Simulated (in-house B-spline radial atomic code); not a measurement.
# Bi⁷⁹⁺: starting-point dependence of G0W0 and RPA

Aim: see how far the highest quasi-particle level and the RPA correlation energy of Bi⁷⁹⁺ depend on the orbitals that they are built on.

Method: RPA, second order, AC-SOSEX and G0W0 (contour deformation) on a non-relativistic mean field, all electrons; no spin-orbit coupling, Breit or QED terms. Code: an in-house B-spline radial atomic code, version 1.

## (1) What is computed

* element: bismuth (Z = 83)
* charge: +79
* electrons: 4
* configuration: [He] 2s2
* next ion, run as well: [He] 2s1
* Hamiltonian: non-relativistic, point nucleus
* starts: Hartree-Fock, PBE, PBE0, LC-ωPBE

Outer shells as boxes (Hund's rule):

Bi79+
```
[He] core
2s [↑↓]
```

## (2) Hartree-Fock start

Input settings:

```ini
Z = 83
electrons = 4.0
configuration = [He] 2s2
hamiltonian = nr
method = hf
lmax = 9
spin_polarised = False
box_radius = 1.5
intervals = 46
```

The run is started by

```bash
$ python run_gw.py task.json out
```

One command runs all members of the session, one after another, from task.json.

Results of the run (chosen fields of its result record, rounded):

```text
{
  "status": "converged",
  "energies [hartree]": {
    "mean_field": -8481.664027,
    "exx_total": -8481.664027,
    "exchange": -67.40660654,
    "rpa": -0.93181395,
    "rpa_summed": -0.9315183,
    "direct_second_order": -1.1419064,
    "second_order_exchange": 0.56682064,
    "sosex": 0.46207426
  },
  "rpa_by_multipole [hartree]": [-0.0314429, -0.866264, -0.0232775, -0.0061215, -0.00227495, -0.00102784, -0.000527436, -0.000295791, -0.000176464, -0.000109439],
  "polarisability [bohr^3: independent particles, RPA]": [0.000322087, 0.000208879],
  "gap [hartree]": 17.44856,
  "levels [hartree]": [
    {"name": "2s", "occ": 1, "e": -816.0871, "sx": -14.01146, "vxc": -14.01146, "sc": -0.7188872, "z": 0.9827529, "qp": -816.8062, "tail": -0.0001822333},
    {"name": "1s", "occ": 1, "e": -3360.356, "sx": -53.39515, "vxc": -53.39515, "sc": 0.1544431, "z": 0.9996941, "qp": -3360.202, "tail": -0.0001294046},
    {"name": "2p", "occ": 0, "e": -798.6385, "sx": -3.744205, "vxc": -3.744205, "sc": 0.1323472, "z": 0.9938931, "qp": -798.5064, "tail": -0.0002259195}
  ],
  "ion_energies [hartree]": {
    "mean_field": -7665.587473,
    "exx_total": -7665.587473,
    "exchange": -59.56114985,
    "rpa": -0.3404098,
    "rpa_summed": -0.34025384,
    "direct_second_order": -0.37413941,
    "second_order_exchange": 0.3212599,
    "sosex": 0.28795077
  }
}
```

Run time: 1.5 s. Hardware: 1 thread, shared host.

In the record, exx_total is the Hartree-Fock functional on the start's orbitals, rpa_summed the RPA energy up to lmax and rpa the same with the tail beyond it, gap the smallest same-spin excitation energy of the start. For a level, e is the start's value, sx and sc the exchange and correlation self-energies, vxc the start's own term, z the quasi-particle weight, and qp = e + sx − vxc + sc + tail. Deeper levels of weight under 0.85 meet poles of the self-energy and are not shown.

The 2s level moves from -22206.9 to -22226.4 eV (weight 0.98).

The largest part of the RPA energy comes from multipole 1 (93 % of the sum).

## (3) PBE start

The settings differ from step 2 so:

```diff
@@ -4,3 +4,3 @@
 hamiltonian = nr
-method = hf
+method = pbe,pbe
 lmax = 9
```

Results of the run:

```text
{
  "status": "converged",
  "energies [hartree]": {
    "mean_field": -8481.179494,
    "exx_total": -8481.66129,
    "exchange": -67.3952465,
    "rpa": -1.6964688,
    "rpa_summed": -1.6961728,
    "direct_second_order": -2.6777248,
    "second_order_exchange": 1.3346782,
    "sosex": 0.84465576
  },
  "rpa_by_multipole [hartree]": [-0.0317048, -1.63036, -0.0235284, -0.00615501, -0.00228286, -0.00103044, -0.00052849, -0.000296291, -0.000176717, -0.000109567],
  "polarisability [bohr^3: independent particles, RPA]": [0.000806502, 0.000337985],
  "gap [hartree]": 6.852007,
  "levels [hartree]": [
    {"name": "2s", "occ": 1, "e": -811.6299, "sx": -14.02694, "vxc": -9.569594, "sc": -0.993435, "z": 0.9592193, "qp": -817.0809, "tail": -0.0001770917},
    {"name": "1s", "occ": 1, "e": -3340.09, "sx": -53.36831, "vxc": -33.10511, "sc": 0.1646589, "z": 0.9996652, "qp": -3360.188, "tail": -0.0001258014},
    {"name": "2p", "occ": 0, "e": -804.7779, "sx": -3.75537, "vxc": -9.907572, "sc": 0.2121326, "z": 0.9869513, "qp": -798.4138, "tail": -0.0002237447}
  ],
  "ion_energies [hartree]": {
    "mean_field": -7664.811175,
    "exx_total": -7665.585303,
    "exchange": -59.54906534,
    "rpa": -0.64404259,
    "rpa_summed": -0.64388647,
    "direct_second_order": -0.84800721,
    "second_order_exchange": 0.79477424,
    "sosex": 0.59157909
  }
}
```

Wall time 1.5 s (1 thread, shared host).

The 2s level moves from -22085.6 to -22233.9 eV (weight 0.96).

## (4) PBE0 start

The settings differ from step 3 so:

```diff
@@ -4,3 +4,3 @@
 hamiltonian = nr
-method = pbe,pbe
+method = pbe0
 lmax = 9
```

Results of the run:

```text
{
  "status": "converged",
  "energies [hartree]": {
    "mean_field": -8481.328407,
    "exx_total": -8481.662499,
    "exchange": -67.39815203,
    "rpa": -1.388932,
    "rpa_summed": -1.3886361,
    "direct_second_order": -1.9714669,
    "second_order_exchange": 0.98156442,
    "sosex": 0.69077609
  },
  "rpa_by_multipole [hartree]": [-0.0316385, -1.32296, -0.0234651, -0.00614663, -0.0022809, -0.0010298, -0.000528236, -0.000296173, -0.000176658, -0.000109537],
  "polarisability [bohr^3: independent particles, RPA]": [0.000583676, 0.000292163],
  "gap [hartree]": 9.508716,
  "levels [hartree]": [
    {"name": "2s", "occ": 1, "e": -812.7582, "sx": -14.02305, "vxc": -10.69424, "sc": -0.9164357, "z": 0.9680984, "qp": -817.0037, "tail": -0.0002334496},
    {"name": "1s", "occ": 1, "e": -3345.162, "sx": -53.3751, "vxc": -38.18285, "sc": 0.1619375, "z": 0.999673, "qp": -3360.192, "tail": -0.0001267017},
    {"name": "2p", "occ": 0, "e": -803.2495, "sx": -3.752567, "vxc": -8.370926, "sc": 0.1909005, "z": 0.9894518, "qp": -798.4404, "tail": -0.0002149995}
  ],
  "ion_energies [hartree]": {
    "mean_field": -7665.01952,
    "exx_total": -7665.586258,
    "exchange": -59.55211438,
    "rpa": -0.51091759,
    "rpa_summed": -0.51076151,
    "direct_second_order": -0.61918226,
    "second_order_exchange": 0.56603959,
    "sosex": 0.45838975
  }
}
```

Run time: 1.6 s. Hardware: 1 thread, shared host.

Highest level 2s: -22116.3 eV in the start, -22231.8 eV after G0W0, weight 0.97.

## (5) LC-ωPBE start

The settings differ from step 4 so:

```diff
@@ -4,3 +4,3 @@
 hamiltonian = nr
-method = pbe0
+method = lc_wpbe
 lmax = 9
```

Results of the run:

```text
{
  "status": "converged",
  "energies [hartree]": {
    "mean_field": -8481.251849,
    "exx_total": -8481.661145,
    "exchange": -67.39500961,
    "rpa": -1.6364336,
    "rpa_summed": -1.6361377,
    "direct_second_order": -2.5288746,
    "second_order_exchange": 1.2602558,
    "sosex": 0.81461627
  },
  "rpa_by_multipole [hartree]": [-0.0317026, -1.57034, -0.0235178, -0.00615331, -0.00228219, -0.00103001, -0.000528199, -0.000296091, -0.000176597, -0.000109506],
  "polarisability [bohr^3: independent particles, RPA]": [0.000759427, 0.000329549],
  "gap [hartree]": 7.279389,
  "levels [hartree]": [
    {"name": "2s", "occ": 1, "e": -811.8511, "sx": -14.02705, "vxc": -9.790868, "sc": -0.9828483, "z": 0.9607404, "qp": -817.0703, "tail": -0.0001781163},
    {"name": "1s", "occ": 1, "e": -3340.336, "sx": -53.36796, "vxc": -33.351, "sc": 0.1637975, "z": 0.999666, "qp": -3360.189, "tail": -0.0001305934},
    {"name": "2p", "occ": 0, "e": -804.5717, "sx": -3.755472, "vxc": -9.701671, "sc": 0.208181, "z": 0.9874413, "qp": -798.4175, "tail": -0.0002001119}
  ],
  "ion_energies [hartree]": {
    "mean_field": -7664.884636,
    "exx_total": -7665.585177,
    "exchange": -59.54889374,
    "rpa": -0.61687906,
    "rpa_summed": -0.61672293,
    "direct_second_order": -0.79829825,
    "second_order_exchange": 0.74506953,
    "sosex": 0.56438842
  }
}
```

Run time: 1.7 s. Hardware: 1 thread, shared host.

Highest level 2s: -22091.6 eV in the start, -22233.6 eV after G0W0, weight 0.96.

## (6) All runs in one table

```
       start  level  mean field (eV)  G0W0 (eV)  weight  RPA (hartree)  RPA+SOSEX (hartree)  α, direct RPA (bohr³)   time  miss (eV)
Hartree-Fock     2s         -22206.9   -22226.4   0.983       -0.93181             -0.46974              0.0002089  1.5 s      -3034
         PBE     2s         -22085.6   -22233.9   0.959       -1.69647             -0.85181              0.0003380  1.5 s      -3026
        PBE0     2s         -22116.3   -22231.8   0.968       -1.38893             -0.69816              0.0002922  1.6 s      -3028
     LC-ωPBE     2s         -22091.6   -22233.6   0.961       -1.63643             -0.82182              0.0003295  1.7 s      -3026
```

The miss is the G0W0 removal energy (the level with its sign changed) less the tabulated theoretical ionisation energy, 25260 ± 140 eV. Times are single runs on a shared host.

Energy to remove one electron as a difference of total energies (eV), each species on its own start:

```
       start  mean field  HF functional    RPA  RPA+SOSEX  second order
Hartree-Fock       22207          22207  22223      22218         22221
         PBE       22215          22207  22235      22228         22242
        PBE0       22213          22207  22230      22224         22232
     LC-ωPBE       22214          22207  22234      22227         22240
```

## (7) Summary of results

```
                                          quantity                                                               value
   highest level, mean field (range over the runs)                                             -22206.9 to -22085.6 eV
         highest level, G0W0 (range over the runs)                                             -22233.9 to -22226.4 eV
                            RPA correlation energy                                            -1.696 to -0.932 hartree
                                         RPA+SOSEX                                          -0.8518 to -0.4697 hartree
tabulated theoretical ionisation energy (2s shell)  25260 ± 140 eV (NIST Atomic Spectra Database, ionization energies)
               G0W0 removal energy less that value                                                   -3034 to -3026 eV
```

What this shows: Across the starts the mean-field level varies by 121 eV and the G0W0 level by 7.5 eV (6.2 % as much). Without exact exchange the level is bound too weakly, and G0W0 lowers it by 148 eV. RPA gives the most correlation on PBE and the least on Hartree-Fock (45 % apart); over the runs it loosely follows the gap of the start, as smaller excitation energies give more correlation. All runs miss the tabulated theoretical ionisation energy, 25260 ± 140 eV, by about -3027 eV (-12 %), far more than they differ among themselves. Relativity, left out here, binds an s electron more tightly: it works in the direction of closing this gap. Read as a removal energy, the bare PBE level is off by -3174 eV (-13 %) and the nearest bare level, Hartree-Fock's, by -3053 eV. As differences of total energies the mean miss over the starts is 3048 eV for mean field, 3029 eV for RPA, 3036 eV for RPA+SOSEX. The reference's uncertainty exceeds the spread between them. For so heavy an element the non-relativistic levels are a model, not the real atom's.
